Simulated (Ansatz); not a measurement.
# AlBrH3N: ionisation energy by level of theory

The task here is to estimate one member of a computed series from the others.

Computed with Ansatz 0.2.0, Gaussian basis. Level: unrestricted cation, the program's frozen cores in correlated methods.

The runs, in order: UKS PBE-D4/def2-TZVPP; UKS r2SCAN-D4/def2-TZVPP; UKS PBE0-D4/def2-TZVPP; UKS B3LYP-D4/def2-TZVPP; UKS wB97X-V/def2-TZVPP; UKS wB97M-V/def2-TZVPP; UKS B2PLYP/def2-TZVPP; UHF-CCSD(T)/def2-TZVPP; UHF-MP2/def2-QZVPP; extrapolation to the limit; then −ε(HOMO) from the neutral's earlier runs with LDA (SPW92), PBE-D4, revPBE-D4, BLYP-D4, r2SCAN-D4, B97M-V, PBE0-D4, B3LYP-D4, r2SCANh-D4, r2SCAN0-D4, HSE06-D4, BHLYP-D4, CAM-B3LYP-D4, LC-ωPBE, ωB97X-V, ωB97M-V.

**The relaxed structure**

The geometry comes from an earlier relaxation with PBE0-D4 in a triple-zeta def2 set; it is a stationary point.

SMILES `[NH2][AlH][Br]`, 6 atoms, charge 0, spin multiplicity 1.

Atoms are counted from 1 here; the program's logs count them from 0.

Bond lengths: N1–Al2 1.756 Å, N1–H4 1.007 Å, N1–H5 1.007 Å, Al2–Br3 2.258 Å, Al2–H6 1.571 Å. Angles: Al2–N1–H4 124.3°, Al2–N1–H5 124.9°, H4–N1–H5 110.7°, N1–Al2–Br3 117.4°, N1–Al2–H6 121.8°, Br3–Al2–H6 120.8°.

Set-up of the first run:

File in.yaml:

```yaml
crystal:
  periodic: [false, false, false]
  atoms:
    - {symbol: N, position_ang: [-0.538598, 0.312041, -0.786977]}
    - {symbol: Al, position_ang: [0.365172, -0.087983, 0.664593]}
    - {symbol: Br, position_ang: [1.476993, -2.053217, 0.688523]}
    - {symbol: H, position_ang: [-1.070311, 1.158633, -0.909725]}
    - {symbol: H, position_ang: [-0.597928, -0.268198, -1.607785]}
    - {symbol: H, position_ang: [0.406770, 0.874724, 1.905171]}
basis:
  gaussian: {orbitals: def2-TZVPP}
total_charge: 1
magnetization: {spin_polarized: true, initial_magnetization: 1}
hamiltonian: {xc: pbe, dispersion: d4}
```

Among the steps run: Cation, UKS PBE-D4/def2-TZVPP; Cation, UKS r2SCAN-D4/def2-TZVPP; Cation, UKS PBE0-D4/def2-TZVPP; Cation, UKS B3LYP-D4/def2-TZVPP; Cation, UKS wB97X-V/def2-TZVPP; Cation, UKS wB97M-V/def2-TZVPP; Cation, UKS B2PLYP (frozen core)/def2-TZVPP; Cation, UHF-CCSD(T)/def2-TZVPP; Cation, UHF-MP2/def2-QZVPP.

One of the session's tables, all rows but one given; the rest of the session is left out.

It belongs to the step «Ionisation energies side by side». For comparison, −ε(HOMO) of the neutral from earlier runs:

```
  functional  −ε(HOMO) (eV)
 LDA (SPW92)           6.62
      PBE-D4           6.43
   revPBE-D4           6.36
     BLYP-D4           6.28
   r2SCAN-D4           6.72
      B97M-V           6.76
     PBE0-D4              ?
    B3LYP-D4           7.54
  r2SCANh-D4           7.24
  r2SCAN0-D4           8.01
    HSE06-D4           7.39
    BHLYP-D4           9.07
CAM-B3LYP-D4           9.23
     LC-ωPBE          10.68
     ωB97X-V          10.27
     ωB97M-V          10.16
```

Q: Estimate the row for PBE0-D4 from the others.

The run gave: −ε(HOMO) (eV): 7.80. In the column «−ε(HOMO) (eV)» it lies between B3LYP-D4 (7.54) and r2SCAN0-D4 (8.01).
